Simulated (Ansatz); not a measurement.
# ClF4Ta: the cost of one run

Program: Ansatz 0.2.0. Level of theory: RKS revPBE-D4/def2-SVP. These are calculated values, not measurements.

## 1. The structure to begin with

Bond lengths: Ta1–Cl2 2.470 Å, Ta1–F3 1.930 Å, Ta1–F4 1.930 Å, Ta1–F5 1.930 Å, Ta1–F6 1.930 Å. Angles: Cl2–Ta1–F3 90.0°, Cl2–Ta1–F4 90.0°, Cl2–Ta1–F5 120.0°, Cl2–Ta1–F6 120.0°, F3–Ta1–F4 180.0°, F3–Ta1–F5 90.0°, F3–Ta1–F6 90.0°, F4–Ta1–F5 90.0°, F4–Ta1–F6 90.0°, F5–Ta1–F6 120.0°.

As a file:

```xyz
6

Ta    0.0000    0.0000    0.0000
Cl    2.4700    0.0000    0.0000
F     0.0000    0.0000    1.9300
F     0.0000    0.0000   -1.9300
F    -0.9650    1.6714    0.0000
F    -0.9650   -1.6714    0.0000
```

## 2. Preparing the start

input.yaml reads:

```yaml
crystal:
  periodic: [false, false, false]
  atoms:
    - { symbol: Ta, position_ang: [0.0, 0.0, 0.0] }
    - { symbol: Cl, position_ang: [2.47, 0.0, 0.0] }
    - { symbol: F, position_ang: [0.0, 0.0, 1.93] }
    - { symbol: F, position_ang: [0.0, 0.0, -1.93] }
    - { symbol: F, position_ang: [-0.965, 1.6714, 0.0] }
    - { symbol: F, position_ang: [-0.965, -1.6714, 0.0] }
basis:
  gaussian: { orbitals: def2-SVP }
hamiltonian:
  xc: revpbe
  dispersion: d4
relax:
  f_tol: 0.02
  max_steps: 40
```

Run with:

```
$ ansatz run input.yaml --threads 2 --pin off --max-ram 3072MiB --backend cpu --events-out ev --progress --plain --runs-dir out
```

Q: Estimate wall time and peak memory on 2 threads of AMD EPYC 9R45 (Zen 5), shared host.

About 8.7 s, with a peak of 0.16 GiB.
